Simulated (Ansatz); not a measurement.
# CH4Se, SMILES C[SeH]: harmonic frequencies at the relaxed geometry

Computed with Ansatz 0.2.0, Python API.

The script reads `ch4se.xyz`:
```text
6

C    -0.13377   -0.35969   -0.39732
Se    0.85187    0.26803    1.17260
H    -1.19457   -0.40581   -0.16723
H     0.24127   -1.35473   -0.62238
H     0.05474    0.30572   -1.23506
H     0.18047    1.54648    1.24940
```

The cells in order, each with its output:

```python
import itertools

import ansatz as az
from ase import Atoms
from ase.data import atomic_numbers, covalent_radii
from ase.thermochemistry import IdealGasThermo
import numpy as np
```

```python
geometry = az.Crystal.molecule_from_extxyz("ch4se.xyz")

calc = (
    geometry.calculation()
    .basis(gaussian="def2-SVP")
    .correlation("MP2")
)
symbols = [site.symbol for site in geometry.cartesian_sites]
start = np.array([site.position_ang for site in geometry.cartesian_sites], dtype=float)
r = calc.relax(force_tolerance=0.003).run().report
end = np.array(r["positions_ang"])
```

```python
# pairs closer than 1.2 times the sum of covalent radii, before or after
radius = [covalent_radii[atomic_numbers[s]] for s in symbols]
span = lambda where, i, j: np.linalg.norm(where[i] - where[j])
bonded = [(i, j) for i, j in itertools.combinations(range(len(symbols)), 2) if min(span(start, i, j), span(end, i, j)) < 1.2 * (radius[i] + radius[j])]
print("pair        before    after (A)")
for i, j in bonded:
    print(f"{symbols[i]}{i}-{symbols[j]}{j}".ljust(10), f"{span(start, i, j):8.4f} {span(end, i, j):8.4f}")
for first, second in list(itertools.combinations(bonded, 2)):
    shared = set(first) & set(second)
    if shared and symbols[(j := shared.pop())] != "H":
        i, k = sorted((set(first) | set(second)) - {j})
        u, v = end[i] - end[j], end[k] - end[j]
        angle = np.degrees(np.arccos(np.clip(u @ v / np.linalg.norm(u) / np.linalg.norm(v), -1, 1)))
        print(f"final angle {symbols[i]}{i}-{symbols[j]}{j}-{symbols[k]}{k}: {angle:.2f} deg")
```

    pair        before    after (A)
    C0-Se1       1.9571   1.9503
    C0-H2        1.0864   1.0959
    C0-H3        1.0869   1.0967
    C0-H4        1.0863   1.0959
    Se1-H5       1.4461   1.4558
    final angle Se1-C0-H2: 110.99 deg
    final angle Se1-C0-H3: 106.26 deg
    final angle Se1-C0-H4: 110.99 deg
    final angle C0-Se1-H5: 95.04 deg
    final angle H2-C0-H3: 109.02 deg
    final angle H2-C0-H4: 110.44 deg
    final angle H3-C0-H4: 109.02 deg

```python
# frequencies need a stationary point, so they are taken at the relaxed geometry
minimum = az.Crystal.molecule()
for symbol, place in zip(symbols, end):
    minimum = minimum.atom(symbol, place.tolist())
vibrating = (
    minimum.calculation()
    .basis(gaussian="def2-SVP")
    .correlation("MP2")
    .phonons(temperatures=(200, 600, 100))
)
vib = vibrating.run().report["vibrations"]
sums = vib["harmonic_sums"]
modes = [m["omega_inv_cm"] for m in sums["modes_at_gamma"] if m["rigid_motion"] == "no"]
for number, w in enumerate(modes, start=1):
    print(f"mode {number:2d} {w:9.1f} 1/cm {w / 8065.544 * 1000:8.2f} meV")
print("imaginary modes:", sum(w < 0 for w in modes), " zero-point energy:", round(sums["zero_point_energy_ev"], 4), "eV")
# rigid rotor and ideal gas, symmetry number taken as one
gas = IdealGasThermo(vib_energies=[w / 8065.544 for w in modes if w > 0], geometry="linear" if len(modes) == 3 * len(symbols) - 5 else "nonlinear",
                     atoms=Atoms(symbols, positions=end), symmetrynumber=1, spin=0.0)
print(f"H(298 K) - E = {gas.get_enthalpy(298.15, verbose=False):.4f} eV")
print(f"S(298 K, 1 bar) = {96485.33 * gas.get_entropy(298.15, 1e5, verbose=False):.1f} J/(mol K) with symmetry number 1")
```

    mode  1     218.1 1/cm    27.04 meV
    mode  2     618.6 1/cm    76.69 meV
    mode  3     740.6 1/cm    91.82 meV
    mode  4     936.8 1/cm   116.14 meV
    mode  5    1029.2 1/cm   127.61 meV
    mode  6    1341.7 1/cm   166.35 meV
    mode  7    1479.0 1/cm   183.38 meV
    mode  8    1493.6 1/cm   185.18 meV
    mode  9    2548.1 1/cm   315.92 meV
    mode 10    3121.1 1/cm   386.97 meV
    mode 11    3251.1 1/cm   403.09 meV
    mode 12    3254.6 1/cm   403.52 meV
    imaginary modes: 0  zero-point energy: 1.2419 eV
    H(298 K) - E = 1.3686 eV
    S(298 K, 1 bar) = 266.6 J/(mol K) with symmetry number 1

The frequencies are harmonic and unscaled, in a modest basis. The result belongs to the one conformer reached from this start, and soft torsions count as harmonic oscillators. The entropy takes a symmetry number of 1; a symmetric molecule's is lower by R ln(sigma). Wall time of the script: 60 s on 1 thread of Arm Neoverse V1, with other jobs on the host, peak memory 0.24 GiB.
